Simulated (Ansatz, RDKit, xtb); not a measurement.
**C4H7BrO2: which of the isomers drawn lies lowest?**

Which of a sample of isomers of C4H7BrO2 is the most stable in the gas at 298.15 K, and what are its properties? The sample is small against all isomers, and the most stable one of this formula need not be in it.

Plan: many cheap relaxations first (GFN2-xTB), then density-functional screening, relaxation at r2SCAN-D4/def2-SVP, vibrations (at GFN2-xTB) and a final energy. The numbers are computed, not measured.

## Step 1: Candidates

Isomers were taken from a list of plausible structures; this is a sample, not all of them. That gives 10 candidates.

| label | SMILES | spin |
| --- | --- | --- |
| c153 | C[C@H](CBr)OC=O | singlet |
| c197 | COCO/C=C/Br | singlet |
| c203 | O=COCCCBr | singlet |
| c458 | COCCC(=O)Br | singlet |
| c508 | C=C(Br)OCOC | singlet |
| c630 | CO[C@H](C=O)CBr | singlet |
| c734 | CO[C@H](C)C(=O)Br | singlet |
| c755 | CO[C@@H]1O[C@@H]1CBr | singlet |
| c991 | O=CCOCCBr | singlet |
| c999 | COC(=O)CCBr | singlet |

Candidates are built by distance geometry, with a force field where one applies, in up to four conformers (letters a to d).

**Question.** With final energies at CCSD(T)/def2-SVP + MP2/def2-TZVPP - MP2/def2-SVP, which structure will this search put lowest in free energy, and by what margin?

| quantity | value |
| --- | --- |
| lowest structure found | COC(=O)CCBr, singlet |
| next finalist | C[C@H](CBr)OC=O, singlet, 2.1 kcal/mol higher in G |
| share at equilibrium, among the finalists | 97.0 % |

`COC(=O)CCBr` comes out lowest. The margin, 2.1 kcal/mol, is modest. GFN2-xTB, HF/STO-3G, r2SCAN-D4/def2-SVP, r2SCAN-D4/def2-SVP, relaxed, HF/def2-SVP and MP2/def2-SVP already put its bonding pattern lowest among the structures in one piece. 8 minima inside the window were never screened. The search is not exhaustive (a finite list of starts, one conformer a finalist), so a lower isomer can't be ruled out. Only 10 drawn patterns were tried, so whole families of isomers are missing, and the result ranks this sample alone. The lowest isomer need not be the one that is made and kept in a bottle, which depends on barriers.
